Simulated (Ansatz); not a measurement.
# TiC: the cost of one run

Computed with Ansatz 0.2.0 (DFT PBEsol, scalar-relativistic, plane waves, PAW, unless a step's input says otherwise).

### Step 1. The system as given

It takes space group Fm-3m (No. 225, cubic). Conventional cell: a = 4.328 Å, b = 4.328 Å, c = 4.328 Å, α = 90.00°, β = 90.00°, γ = 90.00°. Ti (site symmetry m-3m) has 6 C at 2.16 Å in its first shell of neighbours. C (site symmetry m-3m) has 6 Ti at 2.16 Å in its first shell of neighbours.

Coordinates:

```
CELL_PARAMETERS angstrom
0.00000 2.16400 2.16400
2.16400 0.00000 2.16400
2.16400 2.16400 0.00000
ATOMIC_POSITIONS crystal
Ti 0.00000 0.00000 0.00000
C 0.50000 0.50000 0.50000
```

No relaxation comes first: the listed cell is the starting point.

### Step 2. Zero of energy

Reference values: F = -2722.4115 eV; pressure -6.15 GPa; largest force 0.000 eV/Å; gap on the mesh none (metal). It was computed beforehand with the settings of the runs below.

### Step 3. The scan: energy and stress against strain

The cell is strained by ε times the Voigt pattern (0, 0, 0, 0, 0, 1) (xx, yy, zz, yz, xz, xy; engineering shear), with fractional coordinates fixed (clamped ions). The stress on the pattern is the sum of the stress components weighted by it, tension positive.

### Step 4. Point ε = -0.1500

Input file input.yaml:

```yaml
crystal:
  lattice:
    - [-0.1623, 2.164, 2.164]
    - [2.164, -0.1623, 2.164]
    - [2.0017, 2.0017, 0.0]
  atoms:
    - { symbol: Ti, position: [0.0, 0.0, 0.0] }
    - { symbol: C, position: [0.5, 0.5, 0.5] }
basis:
  ecutwfc: 420
kpoints:
  mp_grid: { grid: [18, 18, 18] }
hamiltonian:
  xc: pbesol
scf:
  occupations: { method: gaussian, width: 0.15 }
output:
  forces: true
  stress: true
  eigenvalues: true
```

Run with:

```sh
$ ansatz run input.yaml --threads 1 --pin off --max-ram 2560MiB --backend cpu --events-out ev --progress --plain --runs-dir out
```

Q: Estimate wall time and peak memory on 1 thread of Intel Xeon at 2.50GHz (Skylake/Cascade Lake), shared host.

About 26 s, with a peak of 0.52 GiB.
